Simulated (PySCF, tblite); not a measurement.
# C4H9NO2S: a rotation path, then NMR shifts on frames

Aim: move C4H9NO2S (`C=NCCS(C)(=O)=O`) away from its starting geometry and see how NMR shifts follow the geometry.

Programs: tblite 0.8.0 and PySCF 2.14.0, with density-fitted response routines of our own. Each step states its level of theory. These are calculated values for one molecule in the gas phase, unless marked as measured. Atoms are numbered from 0 throughout.

### 1 Starting geometry

17 atoms, charge 0, multiplicity 1; geometry from: GFN2-xTB.

Bonds of the start (Å): C0–N1 1.25, N1–C2 1.43, C2–C3 1.52, C3–S4 1.82, S4–C5 1.82, S4–O6 1.44, S4–O7 1.44, C0–H8 1.08, C0–H9 1.09, C2–H10 1.10, C2–H11 1.10, C3–H12 1.09, C3–H13 1.09, C5–H14 1.08, C5–H15 1.08, C5–H16 1.08.

### 2 A band between two rotamers with GFN2-xTB

Job settings and geometry (Å):

```
{"job": {"kind": "neb", "xc": "GFN2-xTB", "basis": "xTB", "atoms": [1, 2, 3, 4], "turn": 120}, "charge": 0, "multiplicity": 1}
C      1.527482     1.360978     1.769545
N      1.919418     0.484553     0.970142
C      1.274232     0.319080    -0.299050
C      0.595225    -1.038357    -0.334327
S     -0.968551    -1.006075     0.604726
C     -2.074544     0.053549    -0.383394
O     -1.508091    -2.337239     0.588048
O     -0.778479    -0.374388     1.879981
H      2.024974     1.441683     2.723228
H      0.712781     2.063960     1.569073
H      0.537720     1.112361    -0.513622
H      2.060163     0.349878    -1.061942
H      0.330407    -1.355196    -1.338418
H      1.217351    -1.791364     0.142505
H     -1.855853     1.090138    -0.166007
H     -3.085544    -0.187096    -0.079157
H     -1.935689    -0.174435    -1.431778
```

Level: GFN2-xTB climbing-image nudged elastic band, gas phase.

Run with:

```console
$ OMP_NUM_THREADS=1 python probes_run.py task.json out
```

This one command runs all jobs of the session in turn.

Standard output:

```text
image   E - E0 / eV
  0      -0.0000
  1       0.0059
  2       0.0260
  3       0.0432
  4       0.0453
  5       0.0311
  6       0.0101
  7      -0.0063
  8      -0.0133
```

It took 3.4 s on 1 thread of Arm Neoverse V1, shared host; peak memory 0.18 GiB.

The final band, with the dihedral N1–C2–C3–S4:

```
image  dihedral (°)  energy (eV)  energy (kcal/mol)
    0            78        0.000                0.0
    1            88        0.006                0.1
    2           101        0.026                0.6
    3           114        0.043                1.0
    4           127        0.045                1.0
    5           140        0.031                0.7
    6           153        0.010                0.2
    7           167       -0.006               -0.1
    8           179       -0.013               -0.3
```

### 3 Shielding tensors: image 0, PBE0/pcSseg-1

Job settings and geometry (Å):

```
{"job": {"kind": "nmr", "xc": "PBE0", "basis": "pcSseg-1", "pop": false}, "charge": 0, "multiplicity": 1}
C      1.527500     1.361000     1.769500
N      1.919400     0.484600     0.970100
C      1.274200     0.319100    -0.299000
C      0.595200    -1.038400    -0.334300
S     -0.968600    -1.006100     0.604700
C     -2.074500     0.053500    -0.383400
O     -1.508100    -2.337200     0.588000
O     -0.778500    -0.374400     1.880000
H      2.025000     1.441700     2.723200
H      0.712800     2.064000     1.569100
H      0.537700     1.112400    -0.513600
H      2.060200     0.349900    -1.061900
H      0.330400    -1.355200    -1.338400
H      1.217400    -1.791400     0.142500
H     -1.855900     1.090100    -0.166000
H     -3.085500    -0.187100    -0.079200
H     -1.935700    -0.174400    -1.431800
```

With the program's defaults for keys left out, this is: GIAO PBE0/pcSseg-1 NMR shielding, non-relativistic, gas phase.

Standard output:

```text
coarse grid: 14784 points
cycle   1  E = -760.2133815451  dE =  1.724e+00  |g| = 1.150e+00  |ddm| = 3.805e+00
cycle   2  E = -759.5895326172  dE =  6.238e-01  |g| = 2.167e+00  |ddm| = 2.925e+00
cycle   3  E = -760.4513696296  dE = -8.618e-01  |g| = 1.769e-01  |ddm| = 2.122e+00
cycle   4  E = -760.4575579532  dE = -6.188e-03  |g| = 8.351e-02  |ddm| = 2.115e-01
cycle   5  E = -760.4589469824  dE = -1.389e-03  |g| = 3.490e-02  |ddm| = 7.383e-02
cycle   6  E = -760.4592016153  dE = -2.546e-04  |g| = 6.475e-03  |ddm| = 2.609e-02
cycle   7  E = -760.4592103405  dE = -8.725e-06  |g| = 1.733e-03  |ddm| = 6.299e-03
final grid: 138336 points
cycle   8  E = -760.5282035698  dE = -2.723e-05  |g| = 1.362e-02  |ddm| = 3.048e-02
cycle   9  E = -760.5281514774  dE =  5.209e-05  |g| = 2.099e-02  |ddm| = 2.850e-02
cycle  10  E = -760.5282413496  dE = -8.987e-05  |g| = 3.050e-03  |ddm| = 1.870e-02
cycle  11  E = -760.5282431577  dE = -1.808e-06  |g| = 2.819e-04  |ddm| = 2.276e-03
cycle  12  E = -760.5282431664  dE = -8.678e-09  |g| = 2.114e-04  |ddm| = 3.816e-04
cycle  13  E = -760.5282431756  dE = -9.230e-09  |g| = 4.591e-05  |ddm| = 1.787e-04
cycle  14  E = -760.5282431760  dE = -4.529e-10  |g| = 1.276e-05  |ddm| = 4.292e-05
converged SCF energy = -760.5282431760

GIAO shielding tensors (ppm)
atom      isotropic    diamagn.    paramagn.     s11        s22        s33       span
  0 C       24.218     254.798    -230.580    -75.954     32.126    116.481    192.435
  1 N     -116.061     328.342    -444.403   -467.835   -133.472    253.125    720.960
  2 C      126.949     251.268    -124.319    104.153    117.315    159.380     55.227
  3 C      126.422     258.678    -132.256    105.395    114.797    159.074     53.680
  4 S      200.170    1051.862    -851.692     46.483    194.038    359.988    313.506
  5 C      139.854     257.485    -117.630    110.524    120.233    188.806     78.282
  6 O      101.031     396.963    -295.932     51.599     86.967    164.527    112.928
  7 O      106.326     403.663    -297.337     41.811     94.006    183.161    141.350
  8 H       24.320      28.304      -3.984     22.725     24.077     26.158      3.434
  9 H       24.035      32.317      -8.282     20.107     24.544     27.454      7.347
 10 H       28.615      34.739      -6.123     25.194     29.588     31.064      5.869
 11 H       27.217      30.671      -3.453     23.753     25.702     32.197      8.445
 12 H       28.970      33.472      -4.502     26.115     28.631     32.164      6.049
 13 H       28.420      31.758      -3.337     25.478     27.577     32.207      6.729
 14 H       29.002      32.986      -3.984     25.427     28.486     33.091      7.663
 15 H       28.813      28.609       0.203     26.200     26.950     33.289      7.089
 16 H       29.446      32.104      -2.659     26.725     27.574     34.039      7.314
```

It took 28 s on 1 thread of Arm Neoverse V1, shared host; peak memory 1 GiB.

Shifts follow as δ = σ(reference) − σ, with reference shieldings (ppm) from runs at the same level and on the same kind of geometry: ¹H TMS 31.72, ¹³C TMS 186.9, ¹⁵N NH3 267.7, ¹⁷O H2O 336.1, ³³S CS2 504. The references are single molecules in the gas phase, so shifts against H2O, NH3, PH3, H3PO4 or CFCl3 are not on the usual liquid scales and can be off by tens of ppm. Each atom is listed at this fixed geometry, with no averaging over motion; a spectrum would average atoms that exchange fast.

```
atoms                              environment  σ (ppm)  δ (ppm)
   C0                               C=N carbon     24.2    162.7
   C3                      sp3 CH2 bonded to S    126.4     60.5
   C2                      sp3 CH2 bonded to N    126.9     60.0
   C5                methyl carbon bonded to S    139.9     47.1
   H9                 hydrogen on a C=N carbon    24.03     7.68
   H8                 hydrogen on a C=N carbon    24.32     7.40
  H11       hydrogen on an sp3 CH2 bonded to N    27.22     4.50
  H13       hydrogen on an sp3 CH2 bonded to S    28.42     3.30
  H10       hydrogen on an sp3 CH2 bonded to N    28.62     3.10
  H15  hydrogen on a methyl carbon bonded to S    28.81     2.90
  H12       hydrogen on an sp3 CH2 bonded to S    28.97     2.75
  H14  hydrogen on a methyl carbon bonded to S    29.00     2.72
  H16  hydrogen on a methyl carbon bonded to S    29.45     2.27
   N1                           imine nitrogen   -116.1    383.8
   S4                           sulfone sulfur      200      304
   O6                               S=O oxygen    101.0    235.0
   O7                               S=O oxygen    106.3    229.8
```

### 4 Nuclear shieldings: image 2, PBE0/pcSseg-1

Job settings and geometry (Å):

```
{"job": {"kind": "nmr", "xc": "PBE0", "basis": "pcSseg-1", "pop": false}, "charge": 0, "multiplicity": 1}
C      1.911900     1.314200     1.825800
N      2.093900     0.519300     0.878200
C      1.141100     0.431800    -0.191100
C      0.545700    -0.968800    -0.214600
S     -1.095800    -0.964100     0.573100
C     -2.159300    -0.090100    -0.621800
O     -1.553100    -2.323500     0.650600
O     -1.052900    -0.193300     1.784800
H      2.649500     1.344900     2.614400
H      1.049500     1.980500     1.916200
H      0.331200     1.173900    -0.089500
H      1.686800     0.622700    -1.121700
H      0.390400    -1.363900    -1.213300
H      1.159300    -1.658700     0.360700
H     -2.016100     0.976500    -0.514300
H     -3.178800    -0.361400    -0.378900
H     -1.910300    -0.428100    -1.619100
```

Level: GIAO PBE0/pcSseg-1 NMR shielding, non-relativistic, gas phase.

Standard output:

```text
coarse grid: 14784 points
cycle   1  E = -760.2154265846  dE =  1.712e+00  |g| = 1.147e+00  |ddm| = 3.801e+00
cycle   2  E = -759.6041845029  dE =  6.112e-01  |g| = 2.151e+00  |ddm| = 2.848e+00
cycle   3  E = -760.4513448102  dE = -8.472e-01  |g| = 1.735e-01  |ddm| = 2.063e+00
cycle   4  E = -760.4573967650  dE = -6.052e-03  |g| = 7.929e-02  |ddm| = 2.073e-01
cycle   5  E = -760.4586904015  dE = -1.294e-03  |g| = 3.138e-02  |ddm| = 6.988e-02
cycle   6  E = -760.4588958079  dE = -2.054e-04  |g| = 6.604e-03  |ddm| = 2.350e-02
cycle   7  E = -760.4589050232  dE = -9.215e-06  |g| = 1.701e-03  |ddm| = 6.021e-03
final grid: 138336 points
cycle   8  E = -760.5284553180  dE = -2.890e-05  |g| = 1.289e-02  |ddm| = 3.012e-02
cycle   9  E = -760.5284115323  dE =  4.379e-05  |g| = 1.947e-02  |ddm| = 2.687e-02
cycle  10  E = -760.5284894964  dE = -7.796e-05  |g| = 2.903e-03  |ddm| = 1.750e-02
cycle  11  E = -760.5284911131  dE = -1.617e-06  |g| = 2.535e-04  |ddm| = 2.179e-03
cycle  12  E = -760.5284911205  dE = -7.439e-09  |g| = 1.843e-04  |ddm| = 3.354e-04
cycle  13  E = -760.5284911274  dE = -6.867e-09  |g| = 4.729e-05  |ddm| = 1.549e-04
cycle  14  E = -760.5284911279  dE = -4.711e-10  |g| = 1.171e-05  |ddm| = 4.018e-05
converged SCF energy = -760.5284911279

GIAO shielding tensors (ppm)
atom      isotropic    diamagn.    paramagn.     s11        s22        s33       span
  0 C       26.012     254.658    -228.645    -73.039     34.050    117.026    190.065
  1 N     -128.429     327.814    -456.243   -489.439   -150.760    254.912    744.351
  2 C      127.928     251.058    -123.130    106.795    118.129    158.859     52.064
  3 C      124.896     258.584    -133.688    103.090    113.973    157.626     54.536
  4 S      196.071    1052.162    -856.090     40.521    187.920    359.773    319.252
  5 C      139.697     257.341    -117.644    112.834    117.064    189.193     76.358
  6 O      111.745     396.830    -285.085     64.454    102.555    168.224    103.770
  7 O      126.196     403.387    -277.191     66.094    125.686    186.809    120.715
  8 H       24.361      27.874      -3.513     22.766     24.241     26.076      3.310
  9 H       23.988      31.914      -7.926     20.414     24.543     27.008      6.593
 10 H       28.458      35.300      -6.842     25.212     29.813     30.348      5.135
 11 H       27.317      31.414      -4.098     23.854     26.128     31.968      8.114
 12 H       28.750      33.614      -4.864     25.756     28.675     31.817      6.061
 13 H       28.514      32.304      -3.790     25.636     28.029     31.876      6.240
 14 H       28.974      32.601      -3.627     25.406     28.272     33.243      7.836
 15 H       28.884      28.249       0.635     26.275     26.968     33.411      7.136
 16 H       29.499      31.922      -2.423     26.681     27.729     34.086      7.405
```

Wall time 27 s (1 thread of Arm Neoverse V1, shared host); peak memory 0.86 GiB.

Key values: δ C0 160.9, C3 62.0, C2 59.0, C5 47.2, H9 7.73, H8 7.36 ppm.

[end of part 1 of 2]
